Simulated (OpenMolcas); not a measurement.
# Co⁴⁺ among point charges: CASSCF and CASPT2 levels and susceptibility, part 2 of 2

Aim: the splitting of the states of Co⁴⁺ in the field of 6 point charges, its lowest levels with spin-orbit coupling and its magnetic susceptibility.

OpenMolcas 26.06; ANO-RCC-VDZP, DKH2, active space 5 electrons in 5 orbitals (3d), orbitals: per spin and parity. Surroundings: 6 point charges of -2 e arranged as an octahedron (Oh), 1.68 Å from the ion.

## (7) CASPT2: IPEA 0.25, imaginary shift 0.1 (closed shells correlated: 3s 3p)

a.inp

```
>>> COPY JOB001 $Project.JobIph
&CASPT2
Multistate=1 1
Frozen=2 3
IPEA=0.25
Imaginary=0.1
MaxIter=60
WThr=0.0 0.3 0.05
PrWF=0.5
NoMix
>>> COPY JOB002 $Project.JobIph
&CASPT2
Multistate=24 1 2 3 4 5 6 7 8 9 10 11 12 13 14 15 16 17 18 19 20 21 22
23 24
NoMult
Frozen=2 3
IPEA=0.25
Imaginary=0.1
MaxIter=60
WThr=0.0 0.3 0.05
PrWF=0.5
NoMix
>>> COPY JOB003 $Project.JobIph
&CASPT2
Multistate=75 1 2 3 4 5 6 7 8 9 10 11 12 13 14 15 16 17 18 19 20 21 22
23 24 25 26 27 28 29 30 31 32 33 34 35 36 37 38 39 40 41 42 43 44 45 46
47 48 49 50 51 52 53 54 55 56 57 58 59 60 61 62 63 64 65 66 67 68 69 70
71 72 73 74 75
NoMult
Frozen=2 3
IPEA=0.25
Imaginary=0.1
MaxIter=60
WThr=0.0 0.3 0.05
PrWF=0.5
NoMix
```

Log:

```text
Orbital specifications:
      -----------------------

      Symmetry species                           1   2
                                                ag  au
      Frozen orbitals                            2   3
      Inactive orbitals                          1   3
      Active orbitals                            5   0
      Secondary orbitals                         7  13
      Deleted orbitals                           0   0
      Number of basis functions                 15  19
Type of calculation                        SS-CASPT2
      Fock operator                              state-specific
      IPEA shift                                 0.25
      Real shift                                 0.00
      Imaginary shift                            0.10
      The input orbitals will be transformed to quasi-canonical
Reference energy:       -1403.1599088087
      E2 (Non-variational):      -0.2503945047
      Shift correction:          -0.0000487233
      E2 (Variational):          -0.2504432280
      Total energy:           -1403.4103520367
      Residual norm:              0.0000005584
      Reference weight:           0.96817
      Contributions to the CASPT2 correlation energy
      Active & Virtual Only:         -0.0461025509
      One Inactive Excited:          -0.1319958362
      Two Inactive Excited:          -0.0722961176
::    CASPT2 Root  1     Total energy:  -1403.41035204
Orbital specifications:
      -----------------------

      Symmetry species                           1   2
                                                ag  au
      Frozen orbitals                            2   3
      Inactive orbitals                          1   3
      Active orbitals                            5   0
      Secondary orbitals                         7  13
      Deleted orbitals                           0   0
      Number of basis functions                 15  19
Type of calculation                        SS-CASPT2
      Fock operator                              state-specific
      IPEA shift                                 0.25
      Real shift                                 0.00
      Imaginary shift                            0.10
      The input orbitals will be transformed to quasi-canonical
Reference energy:       -1402.9777901651
      E2 (Non-variational):      -0.2607436158
      Shift correction:          -0.0000552440
      E2 (Variational):          -0.2607988598
      Total energy:           -1403.2385890249
      Residual norm:              0.0000009036
      Reference weight:           0.96634
      Contributions to the CASPT2 correlation energy
      Active & Virtual Only:         -0.0503758209
      One Inactive Excited:          -0.1357520864
      Two Inactive Excited:          -0.0746157085
Reference energy:       -1402.9777901651
      E2 (Non-variational):      -0.2608346449
      Shift correction:          -0.0000555630
      E2 (Variational):          -0.2608902079
      Total energy:           -1403.2386803731
      Residual norm:              0.0000000208
      Reference weight:           0.96631
      Contributions to the CASPT2 correlation energy
      Active & Virtual Only:         -0.0504153275
      One Inactive Excited:          -0.1357856623
      Two Inactive Excited:          -0.0746336551
::    CASPT2 Root  1     Total energy:  -1403.23858902
::    CASPT2 Root  2     Total energy:  -1403.23868037
::    CASPT2 Root  3     Total energy:  -1403.23867443
::    CASPT2 Root  4     Total energy:  -1403.23108094
::    CASPT2 Root  5     Total energy:  -1403.23102354
::    CASPT2 Root  6     Total energy:  -1403.23108340
::    CASPT2 Root  7     Total energy:  -1403.22836445
::    CASPT2 Root  8     Total energy:  -1403.22822597
::    CASPT2 Root  9     Total energy:  -1403.22707400
::    CASPT2 Root 10     Total energy:  -1403.19396557
::    CASPT2 Root 11     Total energy:  -1403.19398943
::    CASPT2 Root 12     Total energy:  -1403.19278377
::    CASPT2 Root 13     Total energy:  -1403.19670037
::    CASPT2 Root 14     Total energy:  -1403.19671691
::    CASPT2 Root 15     Total energy:  -1403.19650624
::    CASPT2 Root 16     Total energy:  -1403.19155398
::    CASPT2 Root 17     Total energy:  -1403.19153649
::    CASPT2 Root 18     Total energy:  -1403.11481536
::    CASPT2 Root 19     Total energy:  -1403.11481562
::    CASPT2 Root 20     Total energy:  -1403.11473986
::    CASPT2 Root 21     Total energy:  -1403.10898612
::    CASPT2 Root 22     Total energy:  -1403.10502887
::    CASPT2 Root 23     Total energy:  -1403.10480016
::    CASPT2 Root 24     Total energy:  -1403.10480095
Orbital specifications:
      -----------------------

      Symmetry species                           1   2
                                                ag  au
      Frozen orbitals                            2   3
      Inactive orbitals                          1   3
      Active orbitals                            5   0
      Secondary orbitals                         7  13
      Deleted orbitals                           0   0
      Number of basis functions                 15  19
Type of calculation                        SS-CASPT2
      Fock operator                              state-specific
      IPEA shift                                 0.25
      Real shift                                 0.00
      Imaginary shift                            0.10
      The input orbitals will be transformed to quasi-canonical
Reference energy:       -1402.8998590326
      E2 (Non-variational):      -0.2603137261
      Shift correction:          -0.0000568383
      E2 (Variational):          -0.2603705644
      Total energy:           -1403.1602295970
      Residual norm:              0.0000001361
      Reference weight:           0.96639
      Contributions to the CASPT2 correlation energy
      Active & Virtual Only:         -0.0491707488
      One Inactive Excited:          -0.1423926610
      Two Inactive Excited:          -0.0687503163
Reference energy:       -1402.8998590326
      E2 (Non-variational):      -0.2600728548
      Shift correction:          -0.0000565230
      E2 (Variational):          -0.2601293778
      Total energy:           -1403.1599884105
      Residual norm:              0.0000001161
      Reference weight:           0.96646
      Contributions to the CASPT2 correlation energy
      Active & Virtual Only:         -0.0490906418
      One Inactive Excited:          -0.1422629637
      Two Inactive Excited:          -0.0687192493
::    CASPT2 Root  1     Total energy:  -1403.16022960
::    CASPT2 Root  2     Total energy:  -1403.15998841
::    CASPT2 Root  3     Total energy:  -1403.16023340
::    CASPT2 Root  4     Total energy:  -1403.15571820
::    CASPT2 Root  5     Total energy:  -1403.15213773
::    CASPT2 Root  6     Total energy:  -1403.15213402
::    CASPT2 Root  7     Total energy:  -1403.15161369
::    CASPT2 Root  8     Total energy:  -1403.15089821
::    CASPT2 Root  9     Total energy:  -1403.15086123
::    CASPT2 Root 10     Total energy:  -1403.15120127
::    CASPT2 Root 11     Total energy:  -1403.14753125
::    CASPT2 Root 12     Total energy:  -1403.14750251
::    CASPT2 Root 13     Total energy:  -1403.14345062
::    CASPT2 Root 14     Total energy:  -1403.13967137
::    CASPT2 Root 15     Total energy:  -1403.13972318
::    CASPT2 Root 16     Total energy:  -1403.13968040
::    CASPT2 Root 17     Total energy:  -1403.13346062
::    CASPT2 Root 18     Total energy:  -1403.13351062
::    CASPT2 Root 19     Total energy:  -1403.12358063
::    CASPT2 Root 20     Total energy:  -1403.12361164
::    CASPT2 Root 21     Total energy:  -1403.12364548
::    CASPT2 Root 22     Total energy:  -1403.10918157
::    CASPT2 Root 23     Total energy:  -1403.11138939
::    CASPT2 Root 24     Total energy:  -1403.11139443
::    CASPT2 Root 25     Total energy:  -1403.11139654
::    CASPT2 Root 26     Total energy:  -1403.09679386
::    CASPT2 Root 27     Total energy:  -1403.09680112
::    CASPT2 Root 28     Total energy:  -1403.09681381
::    CASPT2 Root 29     Total energy:  -1403.09402340
::    CASPT2 Root 30     Total energy:  -1403.09373880
```

This run: 7.2 s of run time, 1 thread of Arm Neoverse V1, shared host.

SS-CASPT2: lowest energy less the reference's lowest, -0.2504 hartree; reference weights 0.958 to 0.968.

States without spin-orbit coupling:

```csv
state,degeneracy,E (cm-1),free-ion L (%)
6A1,1,0,S (100)
4T1,3,37685,G (80)
4T2,3,39349,G (99)
4E,2,39957,G (100)
4A1,1,40225,G (100)
4T2,3,46904,D (96)
4T1,3,47576,P (80)
4E,2,48023,D (100)
2T2,3,54913,I (75)
2A2,1,55886,I (86)
2T1,3,56710,I (90)
2T2,3,56924,I (91)
2E,2,57686,I (97)
2A1,1,58578,I (100)
2T2,3,59403,D (54)
2E,2,60765,D (83)
2T1,3,62932,F (81)
4T1,3,64868,F (99)
2T2,3,65614,F (40)
2A2,1,66099,F (86)
4A2,1,66142,F (100)
4T2,3,67044,F (95)
2T1,3,68816,H (84)
2E,2,69457,H (48)
```

With spin-orbit coupling:

```json
{"E (cm-1)": "0", "Degeneracy": "6", "Label": "", "2S+1": "6", "g": ""}
{"E (cm-1)": "37590", "Degeneracy": "2", "Label": "Γ7", "2S+1": "4", "g": "2.30 2.30 2.30"}
{"E (cm-1)": "37620", "Degeneracy": "4", "Label": "Γ8", "2S+1": "4", "g": ""}
{"E (cm-1)": "37680", "Degeneracy": "4", "Label": "Γ8", "2S+1": "4", "g": ""}
{"E (cm-1)": "37760", "Degeneracy": "2", "Label": "Γ6", "2S+1": "4", "g": "2.89 2.89 2.89"}
{"E (cm-1)": "39180", "Degeneracy": "2", "Label": "Γ7", "2S+1": "4", "g": "1.72 1.72 1.72"}
{"E (cm-1)": "39290", "Degeneracy": "4", "Label": "Γ8", "2S+1": "4", "g": ""}
{"E (cm-1)": "39420", "Degeneracy": "2", "Label": "Γ6", "2S+1": "4", "g": "4.00 4.00 4.00"}
{"E (cm-1)": "39430", "Degeneracy": "4", "Label": "Γ8", "2S+1": "4", "g": ""}
{"E (cm-1)": "39940", "Degeneracy": "2", "Label": "Γ7", "2S+1": "4", "g": "2.14 2.14 2.14"}
{"E (cm-1)": "39950", "Degeneracy": "4", "Label": "Γ8", "2S+1": "4", "g": ""}
{"E (cm-1)": "39970", "Degeneracy": "2", "Label": "Γ6", "2S+1": "4", "g": "1.59 1.59 1.59"}
{"E (cm-1)": "40220", "Degeneracy": "4", "Label": "Γ8", "2S+1": "4", "g": ""}
{"E (cm-1)": "46140", "Degeneracy": "4", "Label": "Γ8", "2S+1": "4", "g": ""}
{"E (cm-1)": "46600", "Degeneracy": "4", "Label": "Γ8", "2S+1": "4", "g": ""}
{"E (cm-1)": "46620", "Degeneracy": "2", "Label": "Γ6", "2S+1": "4", "g": "1.14 1.14 1.14"}
{"E (cm-1)": "46730", "Degeneracy": "2", "Label": "Γ7", "2S+1": "4", "g": "1.50 1.50 1.50"}
{"E (cm-1)": "47320", "Degeneracy": "2", "Label": "Γ7", "2S+1": "4", "g": "3.39 3.39 3.39"}
{"E (cm-1)": "47390", "Degeneracy": "4", "Label": "Γ8", "2S+1": "4", "g": ""}
{"E (cm-1)": "47520", "Degeneracy": "2", "Label": "Γ6", "2S+1": "4", "g": "0.61 0.61 0.61"}
{"E (cm-1)": "48140", "Degeneracy": "4", "Label": "Γ8", "2S+1": "4", "g": ""}
{"E (cm-1)": "48260", "Degeneracy": "2", "Label": "Γ6", "2S+1": "4", "g": "0.10 0.10 0.10"}
{"E (cm-1)": "48600", "Degeneracy": "4", "Label": "Γ8", "2S+1": "4", "g": ""}
{"E (cm-1)": "48700", "Degeneracy": "2", "Label": "Γ7", "2S+1": "4", "g": "2.51 2.51 2.51"}
```

Powder χT (cm³ K/mol): 4.38 at 2 K, 4.38 at 5 K, 4.38 at 10 K, 4.38 at 20 K, 4.38 at 50 K, 4.38 at 100 K, 4.38 at 150 K, 4.38 at 200 K, 4.38 at 250 K, 4.38 at 300 K.

## (8) The methods side by side

A. CASSCF
B. SS-CASPT2, IPEA 0.25, imaginary shift 0.1 (closed shells correlated: 3s 3p)

```csv
method,ground state,first gap with spin-orbit (cm-1),χT at 300 K
A,6A1,39881.7,4.38
B,6A1,37586.5,4.38
```

## (9) Summary of results

This closing draws on all 2 parts.

| quantity | value |
| --- | --- |
| method | SS-CASPT2, IPEA 0.25, imaginary shift 0.1 (closed shells correlated: 3s 3p) |
| spin-free ground state | 6A1, 1-fold in its orbital part |
| lowest level | 6-fold |
| next level | 37586.5 cm⁻¹ |
| χT at 300 K | 4.38 cm³ K/mol |
| effective moment at 300 K | 5.92 μB |

Cost by method:

```csv
method,time of its own steps,time with the reference
A. CASSCF,26 s,26 s
"B. SS-CASPT2, IPEA 0.25, imaginary shift 0.1, +3s 3p",7.2 s,33 s
```

Times are of one thread on a shared host.

In words: The spin-free ground state (6A1) comes to 100 % from free-ion S terms and keeps the highest spin of the shell. χT at 300 K is 4.38, against 4.39 cm³ K/mol for the spin alone, as a half-filled shell (L = 0) has no orbital moment. An active space of the d shell alone favours high spin; real ions in strong fields can be low spin. CASPT2 does not keep the components of a term degenerate, and the means are used. The field of point charges can differ much from that of real complexes. With metal d orbitals alone active, the gaps between spin states are rough; where two lie within a few thousand cm-1, their order is open. Point charges carry no covalency, so the field is a model and not that of real ligands.
